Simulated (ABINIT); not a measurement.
Crystal: Mn3Sb.

```
Sb Mn
1.0
     3.81338    0.00000    0.00000
     0.00000    3.81338    0.00000
     0.00000    0.00000    3.81338
Sb Mn
1 3
Direct
  0.00000 0.00000 0.00000
  0.50000 0.00000 0.50000
  0.50000 0.50000 0.00000
  0.00000 0.50000 0.50000
```

The cell comes from a database or a generator and needn't be the stable form of this composition.

```yaml
Program: ABINIT 10.8.3 (patched build)
Task: relaxation of cell and atoms
Functional: PBEsol
Potentials_or_basis: Ansatz PAW PBE default generated set, frozen core
Cutoff: 419 eV
k_mesh: 5 × 5 × 5
Occupations: fermi-dirac, width 0.05 eV
Spin: collinear spin, ferromagnetic start
Starting_moments: "[0.0, 4.0, 4.0, 4.0] μB"
```

At the start: pressure -7.5 GPa; volume 13.86 Å³/atom.

Q: Where does the relaxation end?

A: Over 5 steps the energy falls by 14.4 meV/atom and the volume is 13.28 Å³/atom (-4.2 %); space group Pm-3m (No. 221, to 0.05 Å); moment 6.05 μB per cell.

The path:
| step | energy change (eV) | largest force (eV/Å) | pressure (GPa) | volume (Å³) |
| --- | --- | --- | --- | --- |
| 1 | 0.0000 | 0.0000 | -7.55 | 55.45 |
| 2 | -0.0450 | 0.0000 | -3.71 | 54.18 |
| 3 | -0.0576 | 0.0000 | 0.32 | 53.03 |
| 4 | -0.0577 | 0.0000 | -0.01 | 53.11 |
| 5 | -0.0577 | 0.0000 | 0.00 | 53.11 |

Final structure:
```
Sb Mn
1.0
     3.75891    0.00000    0.00000
     0.00000    3.75891    0.00000
     0.00000    0.00000    3.75891
Sb Mn
1 3
Direct
  0.00000 0.00000 0.00000
  0.50000 0.00000 0.50000
  0.50000 0.50000 0.00000
  0.00000 0.50000 0.50000
```

Caveat: the PAW data sets were made with another functional, which shifts forces and pressure a little; only a ferromagnetic start was run, and an antiferromagnetic order may lie lower in energy; the atomic spheres overlap.
